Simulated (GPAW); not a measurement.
Ba2Tl5V3O12:

```xyz
22
Lattice="8.1542 0.0000 0.0000 -4.0771 7.0618 0.0000 0.0000 0.0000 6.9213" Properties=species:S:1:pos:R:3 pbc="T T T"
Ba    0.0000    0.0000    1.6301
Ba    0.0000    0.0000    5.2912
V     4.0771    0.0000    0.0000
V    -2.0386    3.5309    0.0000
V     2.0386    3.5309    0.0000
Tl    4.0771    0.0000    3.4606
Tl   -2.0386    3.5309    3.4606
Tl    2.0386    3.5309    3.4606
Tl    0.0000    4.7078    1.5565
Tl    4.0771    2.3539    5.3648
O     1.3636    2.4246    5.6370
O     1.2955    7.0304    5.6370
O    -2.6592    4.6685    5.6370
O     1.4179    2.3932    1.2843
O     5.4407    4.6372    1.2843
O     5.3726    0.0314    1.2843
O     2.7135    4.6372    1.2843
O     2.7816    0.0314    1.2843
O     6.7363    2.3932    1.2843
O     2.6592    4.6685    5.6370
O    -1.3636    2.4246    5.6370
O    -1.2955    7.0304    5.6370
```

The cell was built by a generator and needn't be a form met in nature.

Base run:

| Quantity | Value |
| --- | --- |
| Program | GPAW 26.7.0 |
| Functional | SCAN |
| Potentials or basis | GPAW PAW data sets (gpaw-data 1.2.1) |
| Cutoff | 800 eV |
| Basis | pw |
| k mesh | 3 × 3 × 3 |
| Occupations | fermi-dirac, width 0.05 eV |
| Spin | collinear spin, ferromagnetic start |
| Starting moments | [0.0, 0.0, 2.0, 2.0, 2.0, 0.0, 0.0, 0.0, 0.0, 0.0, 0.0, 0.0, 0.0, 0.0, 0.0, 0.0, 0.0, 0.0, 0.0, 0.0, 0.0, 0.0] μB |

Its results: pressure -2.8 GPa; net moment -0.51 μB per cell; largest force 0.216 eV/Å.

Problem. The run is repeated on the same cell with these changes: functional from SCAN to TPSS. What comes out?

Solution. Pressure -0.7 GPa; net moment 0.00 μB per cell; largest force 0.295 eV/Å.

Caveats: the PAW data sets were made with another functional, which shifts forces and pressure a little.
